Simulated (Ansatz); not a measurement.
**Si2H4O2 (SMILES O[Si]O[SiH3]): energies and forces away from the minimum**

One table from this session's results is given with a row withheld; the runs are named, their logs left out.

Program: Ansatz 0.2.0, Gaussian basis. Level of theory: single points with forces in def2-TZVPP. These are calculated values, not measurements.

Levels: PBE-D4, r2SCAN-D4, PBE0-D4, wB97M-V, Hartree-Fock, MP2, CCSD, CCSD(T). Each coordinate is moved by a Gaussian draw of the width named (0.7 of it for atoms other than hydrogen): 0.09, 0.04 Å.

Correlated methods freeze the cores.

9 further runs of the same task are left out: 9 set aside as unsound or not needed.

## Starting geometry

The minimum, relaxed at PBE0-D4: 8 atoms, charge 0, spin multiplicity 1.

Atoms are counted from 1 here; the program's logs count them from 0.

Bond lengths: O1–Si2 1.643 Å, O1–H5 0.963 Å, Si2–O3 1.656 Å, O3–Si4 1.646 Å, Si4–H6 1.484 Å, Si4–H7 1.486 Å, Si4–H8 1.484 Å. Angles: Si2–O1–H5 118.3°, O1–Si2–O3 101.2°, Si2–O3–Si4 142.0°, O3–Si4–H6 108.8°, O3–Si4–H7 110.6°, O3–Si4–H8 108.8°, H6–Si4–H7 109.5°, H6–Si4–H8 109.6°, H7–Si4–H8 109.5°.

Geometry (Å):

```xyz
8
H4O2Si2
O    -0.5242    1.9610   -1.9004
Si    0.4320    1.6967   -0.5909
O    -0.0237    0.1631   -0.1634
Si    0.2715   -1.0161    0.9468
H    -1.1261    1.2610   -2.1752
H    -0.9854   -1.3112    1.6778
H     1.3141   -0.5765    1.9104
H     0.7337   -2.2352    0.2390
```

Energies of the minimum (eV), from earlier single points: PBE-D4 -19907.06072, r2SCAN-D4 -19916.07262, PBE0-D4 -19908.52481, B3LYP-D4 -19921.14327, wB97M-V -19917.36878, CCSD(T) -19888.42367.

Set-up of the first run:

ccsdt-tzvpp/in.yaml

```yaml
crystal:
  periodic: [false, false, false]
  atoms:
    - {symbol: O, position_ang: [-0.562235, 2.028212, -2.003139]}
    - {symbol: Si, position_ang: [0.429198, 1.688088, -0.664253]}
    - {symbol: O, position_ang: [0.005497, 0.070437, -0.184277]}
    - {symbol: Si, position_ang: [0.320309, -1.146257, 0.935273]}
    - {symbol: H, position_ang: [-1.229164, 1.151922, -2.160679]}
    - {symbol: H, position_ang: [-0.998594, -1.207723, 1.596838]}
    - {symbol: H, position_ang: [1.328543, -0.503752, 1.895226]}
    - {symbol: H, position_ang: [0.782671, -2.332358, 0.178245]}
basis:
  gaussian: {orbitals: def2-TZVPP}
correlation: {method: ccsd_t}
output: {forces: true}
```

No record of the launch command was kept for these runs.

Steps of the session up to this table: Structure 1, width 0.09 Å; Structure 2, width 0.04 Å.

One table of the session follows, with a row left open; its other results are not shown here.

| method | RMS force component (eV/Å) | angle to CCSD(T) forces (°) | dipole (D) |
| --- | --- | --- | --- |
| PBE-D4 | 0.763 | 16.6 | 1.14 |
| r2SCAN-D4 | 0.697 | 4.5 | 1.22 |
| PBE0-D4 | 0.689 | 5.8 | 1.14 |
| wB97M-V | ? | ? | ? |
| CCSD(T) | 0.740 | reference | 1.08 |

Q: Estimate the row for wB97M-V from the others.

The run gave: RMS force component (eV/Å): 0.713; angle to CCSD(T) forces (°): 3.8; dipole (D): 1.00. In the column «RMS force component (eV/Å)» it lies between r2SCAN-D4 (0.697) and CCSD(T) (0.740).
